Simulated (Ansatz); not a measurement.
**C2H8ClNOSn: a ladder of functionals and wavefunction methods**

How much do the methods differ for C2H8ClNOSn? The plan is to run it at one geometry with functionals of several rungs and with coupled cluster, and see how far each lands from CCSD(T) at the basis-set limit for the atomisation energy.

Computed with Ansatz 0.2.0, Gaussian basis. Level: functionals in def2-TZVPP, the program's frozen cores in correlated methods.

Plan: PBE-D4, r2SCAN-D4, PBE0-D4, B3LYP-D4, ωB97X-V, ωB97M-V, B2PLYP; CCSD(T)/def2-TZVPP; MP2/def2-QZVPP; extrapolation to the limit.

### 1 Structure used throughout

The geometry comes from an earlier relaxation with PBE0-D4 in a triple-zeta def2 set; it is a stationary point, not always the lowest conformer. Sn takes the def2 core potential; no spin-orbit term is included.

SMILES `C[O][Sn]([CH3])([NH2])[Cl]`, 14 atoms, charge 0, spin multiplicity 1.

Atoms are counted from 1 here; the program's logs count them from 0.

Bond lengths: C1–O2 1.407 Å, C1–H7 1.099 Å, C1–H8 1.097 Å, C1–H9 1.093 Å, O2–Sn3 1.952 Å, Sn3–C4 2.118 Å, Sn3–N5 2.003 Å, Sn3–Cl6 2.352 Å, C4–H10 1.089 Å, C4–H11 1.089 Å, C4–H12 1.089 Å, N5–H13 1.012 Å, N5–H14 1.013 Å. Angles: O2–C1–H7 112.3°, O2–C1–H8 112.4°, O2–C1–H9 108.0°, H7–C1–H8 108.2°, H7–C1–H9 107.7°, H8–C1–H9 108.1°, C1–O2–Sn3 121.2°, O2–Sn3–C4 114.3°, O2–Sn3–N5 101.5°, O2–Sn3–Cl6 105.5°, C4–Sn3–N5 115.2°, C4–Sn3–Cl6 107.2°, N5–Sn3–Cl6 112.9°, Sn3–C4–H10 109.3°, Sn3–C4–H11 109.1°, Sn3–C4–H12 109.1°, H10–C4–H11 109.9°, H10–C4–H12 109.4° and more.

### 2 PBE-D4 (GGA)

The input, in.yaml:

```yaml
crystal:
  periodic: [false, false, false]
  atoms:
    - {symbol: C, position_ang: [-0.070133, -1.825912, -1.492686]}
    - {symbol: O, position_ang: [0.706168, -1.211535, -0.492514]}
    - {symbol: Sn, position_ang: [-0.027395, 0.206489, 0.630480]}
    - {symbol: C, position_ang: [-0.378714, 2.029949, -0.388065]}
    - {symbol: N, position_ang: [1.332862, 0.297223, 2.098051]}
    - {symbol: Cl, position_ang: [-2.114116, -0.590235, 1.367218]}
    - {symbol: H, position_ang: [-0.323732, -1.133846, -2.307396]}
    - {symbol: H, position_ang: [-1.003085, -2.246183, -1.098035]}
    - {symbol: H, position_ang: [0.516025, -2.643768, -1.920651]}
    - {symbol: H, position_ang: [-0.762966, 2.767558, 0.315453]}
    - {symbol: H, position_ang: [0.557252, 2.382732, -0.819512]}
    - {symbol: H, position_ang: [-1.113843, 1.862412, -1.173771]}
    - {symbol: H, position_ang: [0.994112, 0.727400, 2.949141]}
    - {symbol: H, position_ang: [1.687556, -0.622274, 2.332288]}
basis:
  gaussian: {orbitals: def2-TZVPP}
hamiltonian: {xc: pbe, dispersion: d4}
output: {forces: true, orbitals: {seedname: orbitals}}
```

Launch:

```
ansatz run in.yaml --threads 2 --pin off --events-out ev --progress --plain --max-ram 32768MiB --backend cuda --devices 0, --max-vram 18GiB
```

Further steps of the session: r2SCAN-D4 (meta-GGA); PBE0-D4 (hybrid); B3LYP-D4 (hybrid); ωB97X-V (range-separated); ωB97M-V (range-separated); B2PLYP (double hybrid); CCSD(T) in def2-TZVPP; MP2 in def2-QZVPP.

Before running them: what should the planned runs give, taken together? Wanted: atomisation energy, CCSD(T)/CBS; farthest; mean size of error, hybrid; mean size of error, range-separated; gap, smallest and largest; T1 diagnostic; triples share of the correlation energy.

As calculated:

| quantity | value |
| --- | --- |
| atomisation energy, CCSD(T)/CBS | 1177.0 kcal/mol |
| functionals within 11.8 kcal/mol (1.0 %) | r2SCAN-D4, PBE0-D4, B3LYP-D4, ωB97X-V, ωB97M-V |
| farthest | B2PLYP (-22.9 kcal/mol) |
| mean size of error, hybrid | 10.1 kcal/mol |
| mean size of error, range-separated | 3.7 kcal/mol |
| gap, smallest and largest | 4.43 eV (PBE-D4), 11.48 eV (ωB97X-V) |
| T1 diagnostic | 0.0121 |
| triples share of the correlation energy | 3.7 % |

PBE-D4 is off by +13.5 kcal/mol. Double hybrids carry the basis error of their MP2 part in triple zeta, and no dispersion term here, so their miss is partly the set-up's. The reference freezes the cores and leaves out spin-orbit coupling and excitations past (T), and its outer-core shells are covered unevenly, so misses under about 11.8 kcal/mol can't be ranked. All levels share the lack of spin-orbit coupling, which lowers the free heavy atoms and so the true binding. Hartree-Fock recovers 70 % of the binding; the rest is correlation. The gap grows from 4.4 to 11.5 eV across the functionals, mostly with the share of exact exchange. Correlated methods include outer-core shells of Sn, which these sets cover unevenly.
